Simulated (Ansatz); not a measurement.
# GeH₂ (singlet): wave-function methods side by side at angle H2–Ge1–H3 = 160.9°, cc-pVDZ

One table from this session's results is given with a row withheld; the runs are named, their logs left out.

The runs use Ansatz 0.2.0, Gaussian basis; cc-pVDZ, core rule «outside noble gas», up to 14 orbitals frozen.

Plan: UHF; CCSD(T) on RHF; CCSD(T) on UHF; BCCD(T) on RHF; CISD; CCSDT(Q) on RHF; CCSDT(Q) on UHF; CCSDTQ on RHF; CASSCF and MRCISD+Q, 2 electrons in 2 orbitals; CASSCF and NEVPT2, 2 electrons in 2 orbitals; CASSCF and MRCISD+Q, 6 electrons in 6 orbitals; CASSCF and NEVPT2, 6 electrons in 6 orbitals; Full CI.

20 further runs of the same task are left out: 2 for a mislabelled method, 13 that didn't finish, 5 set aside as unsound or not needed.

### What is computed

The geometry derives from a PBE0/def2-TZVP stationary point (not a proven minimum). One angle is set to the value named; bond lengths are kept. No spin-orbit coupling is included. The filled d shell of Ge may be among the frozen orbitals whatever the setting's name suggests; the logs give the count.

3 atoms, charge 0, spin multiplicity 1.

Atoms are counted from 1 here; the program's logs count them from 0.

Bond lengths: Ge1–H2 1.594 Å, Ge1–H3 1.594 Å. Angles: H2–Ge1–H3 160.9°.

The first run:

in.yaml

```yaml
crystal:
  periodic: [false, false, false]
  atoms:
    - {symbol: Ge, position_ang: [0.000000, -0.007141, 0.000000]}
    - {symbol: H, position_ang: [0.000000, 0.257334, -1.571990]}
    - {symbol: H, position_ang: [0.000000, 0.257326, 1.571991]}
basis:
  gaussian: {orbitals: cc-pVDZ}
magnetization: {spin_polarized: true, initial_magnetization: 0}
hamiltonian: {xc: hf}
output: {orbitals: {seedname: orbitals}}
```

Command:

```bash
$ ansatz run in.yaml --threads 1 --pin off --events-out ev --progress --plain --max-ram 2393MiB
```

Among the steps run: UHF; CCSD(T) on RHF; CCSD(T) on UHF; BCCD(T) on RHF; CISD; CCSDT(Q) on RHF; CCSDT(Q) on UHF; CCSDTQ on RHF; CASSCF and MRCISD+Q, 2 electrons in 2 orbitals; CASSCF and NEVPT2, 2 electrons in 2 orbitals; CASSCF and MRCISD+Q, 6 electrons in 6 orbitals; CASSCF and NEVPT2, 6 electrons in 6 orbitals; Full CI.

One table of the session follows, with a row left open; its other results are not shown here.

| method | from FCI (kcal/mol) |
| --- | --- |
| RHF | +77.34 |
| RMP2 | ? |
| CISD | +7.69 |
| RCCSD | +3.42 |
| RCCSD(T) | +1.20 |
| BCCD(T) | +1.23 |
| RCCSDT | +0.26 |
| RCCSDT(Q) | +0.05 |
| RCCSDTQ | 0.00 |
| FCI | 0 |

**Question.** Estimate the row for RMP2.

As computed: from FCI (kcal/mol): +22.68. In the column «from FCI (kcal/mol)» it lies between CISD (+7.69) and RHF (+77.34).

Left out of the table: CASSCF pair, NEVPT2 pair, MRCISD pair, MRCISD+Q pair, CASSCF valence, NEVPT2 valence, MRCISD valence, MRCISD+Q valence (the active space lost an orbital or holds another state than full CI finds).

To keep in mind: Left out of the table: UHF, UMP2, UCCSD, UCCSD(T), UCCSDT, UCCSDT(Q) (another determinant or state than the rows shown). Warnings in the runs' records: passed over end.
